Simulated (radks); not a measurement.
# The first electron to leave Ar¹⁰⁺

Aim: remove one electron from each of the outer sub-shells of Ar¹⁰⁺ ([He] 2s2 2p4) in turn, let the ion relax, and find the cheapest removal. The parent's configuration is the lowest that an earlier search found at this level.

Method: non-relativistic Kohn-Sham, PBE, spin-polarised, spherical densities, point nucleus; open shells are filled with parallel spins first. Code: radks (a radial shooting solver on a logarithmic mesh, Libxc functionals) version 1.

## 1. Starting point

| Item | Value |
| --- | --- |
| element | argon (Z = 18) |
| charge | +10 |
| electrons | 8 |
| configuration | [He] 2s2 2p4 |

Outer shells as boxes (Hund's rule):

Ar¹⁰⁺
```
[He] core
2s [↑↓]
2p [↑↓][↑ ][↑ ]
```

## 2. The parent, Ar¹⁰⁺

From an earlier run at this level the parent has E = -472.968765 hartree and these outer levels (eV):

| level | occupation | energy (eV) |
| --- | --- | --- |
| 1s up | 1 | -3443.1 |
| 1s down | 1 | -3437.6 |
| 2s up | 1 | -576.69 |
| 2s down | 1 | -566.52 |
| 2p up | 3 | -520.68 |
| 2p down | 1 | -508.87 |

## 3. Remove 2p: [He] 2s2 2p3

Input:

```text
Z 18
configuration [He] 2s2 2p3
relativity non-relativistic
functional pbe,pbe
spin polarised
nucleus point
```

## 4. Remove 2s: [He] 2s1 2p4

Input:

```text
Z 18
configuration [He] 2s1 2p4
relativity non-relativistic
functional pbe,pbe
spin polarised
nucleus point
```

## 5. Remove 1s: 1s1 2s2 2p4

Input:

```text
Z 18
configuration 1s1 2s2 2p4
relativity non-relativistic
functional pbe,pbe
spin polarised
nucleus point
```

Q: Predict the outcome of this session. Wanted: for each run, case; final configuration; Δ-SCF; −ε of the level emptied.

As calculated:

| case | final configuration | Δ-SCF (eV) | −ε of the level emptied (eV) |
| --- | --- | --- | --- |
| remove 2p | [He] 2s2 2p3 | 537.99 | 508.87 |
| remove 2s | [He] 2s1 2p4 | 591.87 | 566.52 |
| remove 1s | 1s1 2s2 2p4 | 3535.9 | 3437.6 |

**Reading.** Removal from 2p costs least (537.99 eV), ahead of 2s (591.87 eV). 2p is also the highest occupied level of the parent. NIST lists 540 eV (semi-empirical), between the same two configurations. Open shells are spherical and high-spin; term and fine-structure splittings are not resolved.
